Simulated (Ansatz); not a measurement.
# SnSe (GeS type): the cost of one run

Method: DFT LDA, scalar-relativistic, plane waves, PAW, in Ansatz 0.2.0.

**1. The system as given**

The structure is orthorhombic, space group Pnma (No. 62). The conventional cell has a = 11.447 Å, b = 4.152 Å, c = 4.386 Å, α = 90.00°, β = 90.00°, γ = 90.00°. Around Sn (site symmetry m) lie 3 Se at 2.72 to 2.81 Å. Se (site symmetry m) is surrounded by 3 Sn at 2.72 to 2.81 Å.

Structure file:

```cif
data_structure
_symmetry_space_group_name_H-M 'P 1'
_symmetry_Int_Tables_number 1
_cell_length_a 11.4473
_cell_length_b 4.1517
_cell_length_c 4.3865
_cell_angle_alpha 90.000
_cell_angle_beta 90.000
_cell_angle_gamma 90.000
_cell_volume 208.47
loop_
_atom_site_label
_atom_site_type_symbol
_atom_site_fract_x
_atom_site_fract_y
_atom_site_fract_z
_atom_site_occupancy
Sn1 Sn 0.12140 0.25000 0.90950 1
Sn2 Sn 0.87860 0.75000 0.09050 1
Sn3 Sn 0.37860 0.75000 0.40950 1
Sn4 Sn 0.62140 0.25000 0.59050 1
Se1 Se 0.85750 0.25000 0.51760 1
Se2 Se 0.14250 0.75000 0.48240 1
Se3 Se 0.64250 0.75000 0.01760 1
Se4 Se 0.35750 0.25000 0.98240 1
```

**2. Cell and atoms relaxed at 3 GPa**

The input, input.yaml:

```yaml
crystal:
  lattice:
    - [11.4473, 0.0, 0.0]
    - [0.0, 4.1517, 0.0]
    - [0.0, 0.0, 4.3865]
  atoms:
    - { symbol: Sn, position: [0.1214, 0.25, 0.9095] }
    - { symbol: Sn, position: [0.8786, 0.75, 0.0905] }
    - { symbol: Sn, position: [0.3786, 0.75, 0.4095] }
    - { symbol: Sn, position: [0.6214, 0.25, 0.5905] }
    - { symbol: Se, position: [0.8575, 0.25, 0.5176] }
    - { symbol: Se, position: [0.1425, 0.75, 0.4824] }
    - { symbol: Se, position: [0.6425, 0.75, 0.0176] }
    - { symbol: Se, position: [0.3575, 0.25, 0.9824] }
scf:
  occupations: { method: gaussian, width: 0.03 }
output:
  forces: true
  stress: true
  eigenvalues: true
  write_density: true
  write_potential: true
  elf: true
  volumetric_format: npy
hamiltonian:
  xc: lda
basis:
  ecutwfc: 500
kpoints:
  mp_grid: { grid: [4, 12, 12] }
relax:
  f_tol: 0.002
  max_steps: 60
  cell: { stress_tol: 0.02, p_target: 3 }
```

On the command line:

```bash
ansatz run input.yaml --threads 3 --pin off --max-ram 8192MiB --backend cpu --events-out ev --progress --plain --runs-dir out
```

What time and memory should one allow on 3 threads of Intel Xeon 6975P-C (Granite Rapids), shared host?

About 5.1 min, with a peak of 2.1 GiB.
